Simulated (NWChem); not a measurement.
**CsCl (SMILES [Cl][Cs]): BP86/jorge-DZP**

What is the vertical ionisation energy of CsCl at BP86/jorge-DZP? 

The results are computed with NWChem 7.3.0.

## (1) The molecule

CsCl has 2 atoms, charge 0, and is taken as a singlet. As SMILES, `[Cl][Cs]`. Geometry: the measured bond length.

Bond lengths: Cl1–Cs2 2.906 Å.

## (2) A single-point energy at BP86/jorge-DZP

Contents of m1.nw:

```
start m1
title "CsCl"
memory stack 880 mb heap 220 mb global 1100 mb
charge 0

geometry noautosym nocenter noautoz
 Cl       0.000000       0.000000       0.000000
 Cs       0.000000       0.000000       2.906272
end

basis spherical bse
 * library jorge-DZP
end

dft
 xc becke88 perdew86
 grid fine
 convergence energy 1e-08
 iterations 100
 mulliken
 print low
end

task dft
```

Run with:

```bash
$ nwchem m1.nw > m1.out
```

Standard output:

```text
[...]
 d= 0,ls=0.0,diis     1  -8014.5391009715 -8.18D+03  4.73D-02  4.56D+00     2.5
[...]
 d= 0,ls=0.0,diis    10  -8014.5866406695  4.55D-12  2.52D-07  9.66D-11    11.8
         Total DFT energy =    -8014.586640669521
      One electron energy =   -11360.396182496506
           Coulomb energy =     3392.861139752014
    Exchange-Corr. energy =     -217.297441333602
 Nuclear repulsion energy =      170.245843408572
[...]
      Total Density - Mulliken Population Analysis
     ---------------------------------------------
    Atom       Charge   Shell Charges
 -----------   ------   -------------------------------------------------------
    1 Cl  17    17.87   0.27  0.68  1.02  0.95  1.03  0.91  1.12  5.82  1.06  2.53  2.48  0.00
    2 Cs  55    54.13   0.91  1.05  2.05  1.99  2.00  2.00  0.09 -0.02  6.00  5.97  5.82  3.93  2.28  0.06  8.47  0.66 10.87
[...]
```

It took 13 s on 1 thread of Intel Xeon Platinum 8375C at 2.90GHz (Ice Lake), shared host; peak memory 0.11 GiB.

## (3) The doublet cation, same level

Contents of m1.nw:

```
start m1
title "ClCs BP86"
memory stack 880 mb heap 220 mb global 1100 mb
charge 1
geometry units bohr noautosym nocenter noautoz
   Cl  0.00000000  0.00000000  0.00000000
   Cs  0.00000000  0.00000000  5.49205812
end
basis spherical bse
   * library jorge-DZP
end
dft
   xc becke88 perdew86
   mult 2
   grid fine
   convergence energy 1e-08
   iterations 100
   mulliken
   noprint "final vectors analysis"
end
task dft energy
```

Run with:

```bash
$ nwchem m1.nw > m1.out
```

Standard output:

```text
[...]
          Wavefunction type:  spin polarized.
          No. of atoms     :     2
          No. of electrons :    71
[...]
          Charge           :     1
          Spin multiplicity:     2
[...]
          AO basis - number of functions:    65
[...]
              XC Information
              --------------
                    Becke 1988 Exchange Functional  1.000
                Perdew 1981 Correlation Functional  1.000 local
                Perdew 1986 Correlation Functional  1.000 non-local
[...]
 d= 0,ls=0.0,diis     1  -8014.0995715518 -8.18D+03  1.56D-02  4.26D+00     2.3
[...]
 d= 0,ls=0.5,diis    14  -8014.2849839804 -7.35D-09  1.34D-07  2.65D-10    19.1
[...]
         Total DFT energy =    -8014.284983983758
      One electron energy =   -11343.518438214709
           Coulomb energy =     3375.988454345881
    Exchange-Corr. energy =     -217.000831380824
 Nuclear repulsion energy =      170.245831265893
[...]
      Total Density - Mulliken Population Analysis
     ---------------------------------------------
    Atom       Charge   Shell Charges
 -----------   ------   -------------------------------------------------------
    1 Cl  17    17.03   0.27  0.68  1.02  0.95  1.03  0.99  1.05  5.82  1.00  2.57  1.64  0.00
    2 Cs  55    53.97   0.91  1.05  2.05  1.99  2.00  2.00  0.01 -0.00  6.00  5.97  5.82  3.98  2.19  0.01  8.47  0.66 10.87
[...]
      <S2> =      0.7515 (Exact =     0.7500)
[...]
```

Wall time 21 s (1 thread of Intel Xeon Platinum 8375C at 2.90GHz (Ice Lake), shared host); peak memory 0.11 GiB.

## (4) What came out

At BP86/jorge-DZP:

| quantity | value |
| --- | --- |
| singlet CsCl: total energy | -8014.58664 Eh |
| doublet cation: total energy | -8014.28498 Eh |
| doublet cation: ⟨S²⟩ | 0.751 |
| vertical ionisation energy (to the doublet cation) | 8.208 eV |

In words: The vertical ionisation energy comes to 8.21 eV (792 kJ/mol).
